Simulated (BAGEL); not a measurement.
# SiF4 (SMILES F[Si](F)(F)F): HF/6-31G(d) (density fitting with qzvpp-jkfit, spherical functions)

What is the vertical singlet–triplet gap of SiF4 at HF/6-31G* (density fitting with qzvpp-jkfit, spherical functions)? 

Program for the calculation: BAGEL 1.2.2.

2 further runs of the same task are left out: 1 that didn't finish, 1 set aside as unsound or not needed. Runs told in other sessions of the task aren't counted.

## (1) The molecule

SiF4: 5 atoms, total charge 0, spin state singlet. As SMILES, `F[Si](F)(F)F`. The coordinates come from a GFN2-xTB relaxation.

Bond lengths: Si1–F2 1.566 Å, Si1–F3 1.566 Å, Si1–F4 1.566 Å, Si1–F5 1.566 Å. Angles: F2–Si1–F3 109.3°, F2–Si1–F4 109.6°, F2–Si1–F5 109.5°, F3–Si1–F4 109.5°, F3–Si1–F5 109.5°, F4–Si1–F5 109.5°.

## (2) The energy at HF/6-31G(d) (density fitting with qzvpp-jkfit, spherical functions)

hf.json reads:

```json
{ "bagel" : [

{
  "title" : "molecule",
  "basis" : "6-31gs.json",
  "df_basis" : "qzvpp-jkfit",
  "angstrom" : true,
  "geometry" : [
    { "atom" : "Si", "xyz" : [   -0.000700,    0.000340,   -0.000360 ] },
    { "atom" : "F", "xyz" : [    0.012160,   -0.018360,    1.565530 ] },
    { "atom" : "F", "xyz" : [    1.473030,    0.010450,   -0.529820 ] },
    { "atom" : "F", "xyz" : [   -0.745860,    1.282160,   -0.504010 ] },
    { "atom" : "F", "xyz" : [   -0.738620,   -1.274590,   -0.531350 ] }
  ]
},
{
  "title" : "hf"
},
{
  "title" : "print",
  "file" : "orbitals.molden",
  "orbitals" : true
}

]}
```

The basis set 6-31G* is read from a file made from the Basis Set Exchange's data (not shown).

Run with:

```sh
$ BAGEL_NUM_THREADS=1 BAGEL hf.json > hf.out
```

Output:

```text
* using 1 threads per process

  ===============================================================
  ===============================================================

  *** Geometry ***

  { "atom" : "Si", "xyz" : [     -0.001323,      0.000643,     -0.000680 ] },
  { "atom" : "F", "xyz" : [      0.022979,     -0.034695,      2.958423 ] },
  { "atom" : "F", "xyz" : [      2.783623,      0.019748,     -1.001215 ] },
  { "atom" : "F", "xyz" : [     -1.409471,      2.422931,     -0.952441 ] },
  { "atom" : "F", "xyz" : [     -1.395790,     -2.408626,     -1.004106 ] },

  Number of auxiliary basis functions:      436

  Since a DF basis is specified, we compute 2- and 3-index integrals:
    o Being stored without compression. Storage requirement is 0.019 GB

  Number of basis functions:       74
  Number of electrons      :       50

    * METHOD: MOLECULE                             0.15

  *** RHF ***

  === Nuclear Repulsion ===
   270.8876372071

      * DIIS with orbital gradients will be used.

  === RHF iteration (6-31gs.json) ===
      0       -686.63042674          0.02861901           0.06
      1       -686.83481827          0.01725128           0.05
      2       -686.94113456          0.00054948           0.05
      3       -686.94134300          0.00008621           0.05
      4       -686.94134754          0.00001095           0.05
      5       -686.94134764          0.00000132           0.05
      6       -686.94134764          0.00000032           0.05
      7       -686.94134764          0.00000015           0.05
      8       -686.94134764          0.00000004           0.05
      9       -686.94134764          0.00000001           0.06
    * SCF iteration converged.

    * Permanent dipole moment:
           (    0.003653,    -0.001726,     0.001919) a.u.

    * METHOD: HF                                   0.65

    * METHOD: PRINT                                0.01

  ===============================================================
```

It took 0.99 s on 1 thread of Arm Neoverse V2, shared host; peak memory 0.097 GiB.

## (3) The triplet at the same level

job.json reads:

```json
{ "bagel": [

{
  "title": "molecule",
  "basis": "6-31gs.json",
  "df_basis": "qzvpp-jkfit",
  "angstrom": true,
  "geometry": [
    { "atom": "Si", "xyz": [      -0.000700,       0.000340,      -0.000360 ] },
    { "atom": "F", "xyz": [       0.012160,      -0.018360,       1.565530 ] },
    { "atom": "F", "xyz": [       1.473030,       0.010450,      -0.529820 ] },
    { "atom": "F", "xyz": [      -0.745860,       1.282160,      -0.504010 ] },
    { "atom": "F", "xyz": [      -0.738620,      -1.274590,      -0.531350 ] }
  ]
},

{ "title": "uhf", "charge": 0, "nopen": 2 },

{ "title": "print", "file": "orbitals.molden", "orbitals": true }

]}
```

The basis set 6-31G* is read from a file made from the Basis Set Exchange's data (not shown).

Run with:

```sh
$ BAGEL_NUM_THREADS=1 BAGEL job.json > job.out
```

Output:

```text
* using 1 threads per process

  ===============================================================
  ===============================================================

  *** Geometry ***

  { "atom" : "Si", "xyz" : [     -0.001323,      0.000643,     -0.000680 ] },
  { "atom" : "F", "xyz" : [      0.022979,     -0.034695,      2.958423 ] },
  { "atom" : "F", "xyz" : [      2.783623,      0.019748,     -1.001215 ] },
  { "atom" : "F", "xyz" : [     -1.409471,      2.422931,     -0.952441 ] },
  { "atom" : "F", "xyz" : [     -1.395790,     -2.408626,     -1.004106 ] },

  Number of auxiliary basis functions:      436

  Since a DF basis is specified, we compute 2- and 3-index integrals:
    o Being stored without compression. Storage requirement is 0.019 GB

  Number of basis functions:       74
  Number of electrons      :       50

    * METHOD: MOLECULE                             0.15

  *** Open-shell HF ***

  === Nuclear Repulsion ===
   270.8876372071

      * DIIS with orbital gradients will be used.

  === UHF iteration (6-31gs.json) ===
      0       -686.19046599          0.04558727           0.11
      1       -686.35241766          0.02649548           0.10
      2       -686.40613958          0.01634760           0.11
      3       -686.43626436          0.00210914           0.11
      4       -686.44240539          0.00213079           0.10
      5       -686.44819483          0.00171791           0.10
      6       -686.45443997          0.00195971           0.11
      7       -686.45507401          0.00168067           0.11
      8       -686.45267627          0.00273731           0.11
      9       -686.45365348          0.00148919           0.11
     10       -686.45599096          0.00097338           0.10
     11       -686.45662772          0.00063133           0.11
     12       -686.45737017          0.00044216           0.11
     13       -686.45790210          0.00030295           0.10
     14       -686.45806903          0.00018723           0.11
     15       -686.45817824          0.00017880           0.11
     16       -686.45818659          0.00016480           0.11
     17       -686.45822115          0.00016853           0.10
     18       -686.45823705          0.00015880           0.10
     19       -686.45824062          0.00015786           0.10
     20       -686.45826779          0.00018843           0.10
     21       -686.45820267          0.00011587           0.10
     22       -686.45820900          0.00012745           0.10
     23       -686.45819986          0.00011373           0.10
     24       -686.45820231          0.00010566           0.10
     25       -686.45821145          0.00009363           0.11
     26       -686.45824509          0.00008930           0.11
     27       -686.45826605          0.00005632           0.11
     28       -686.45828043          0.00005215           0.10
     29       -686.45829189          0.00003327           0.10
     30       -686.45829589          0.00002808           0.10
     31       -686.45829737          0.00002909           0.10
     32       -686.45829900          0.00002026           0.10
     33       -686.45830057          0.00001817           0.10
     34       -686.45830278          0.00001238           0.11
     35       -686.45830361          0.00000941           0.11
     36       -686.45830381          0.00000838           0.10
     37       -686.45830386          0.00000851           0.11
     38       -686.45830391          0.00000860           0.11
     39       -686.45830389          0.00000847           0.10
     40       -686.45830386          0.00000888           0.10
     41       -686.45830389          0.00000742           0.10
     42       -686.45830391          0.00000656           0.11
     43       -686.45830391          0.00000555           0.11
     44       -686.45830399          0.00000439           0.11
     45       -686.45830405          0.00000299           0.10
     46       -686.45830405          0.00000253           0.10
     47       -686.45830406          0.00000188           0.10
     48       -686.45830407          0.00000146           0.10
     49       -686.45830408          0.00000118           0.10
     50       -686.45830409          0.00000082           0.11
     51       -686.45830409          0.00000062           0.11
     52       -686.45830409          0.00000056           0.10
     53       -686.45830409          0.00000051           0.10
     54       -686.45830409          0.00000056           0.10
     55       -686.45830409          0.00000044           0.10
     56       -686.45830409          0.00000037           0.11
     57       -686.45830409          0.00000031           0.11
     58       -686.45830409          0.00000019           0.10
     59       -686.45830409          0.00000017           0.10
     60       -686.45830409          0.00000015           0.10
     61       -686.45830409          0.00000013           0.10
     62       -686.45830409          0.00000006           0.11
     63       -686.45830409          0.00000004           0.09
     64       -686.45830409          0.00000003           0.09
     65       -686.45830409          0.00000003           0.09
     66       -686.45830409          0.00000002           0.09
     67       -686.45830409          0.00000002           0.09
     68       -686.45830409          0.00000001           0.09
     69       -686.45830409          0.00000001           0.09
     70       -686.45830409          0.00000001           0.09
    * SCF iteration converged.

    * S^2 (UHF) is 2.0328

    * Permanent dipole moment:
           (   -0.169718,     0.007756,    -0.117343) a.u.

    * METHOD: UHF                                  7.44

    * METHOD: PRINT                                0.01

  ===============================================================
```

Run time: 7.8 s. Hardware: 1 thread of Arm Neoverse V2, shared host; peak memory 0.096 GiB.

## (4) What came out

At HF/6-31G* (density fitting with qzvpp-jkfit, spherical functions):

| quantity | value |
| --- | --- |
| singlet: total energy | -686.94135 Eh |
| singlet: dipole moment | 0.01 D |
| singlet: HOMO energy | -18.29 eV |
| singlet: LUMO energy | 4.43 eV |
| singlet: HOMO–LUMO gap | 22.72 eV |
| triplet: total energy | -686.45830 Eh |
| triplet: dipole moment | 0.52 D |
| triplet: ⟨S²⟩ | 2.033 |
| vertical energy of the triplet above the singlet | 13.144 eV |

At this shape the triplet lies 13.14 eV (303 kcal/mol) above the singlet.
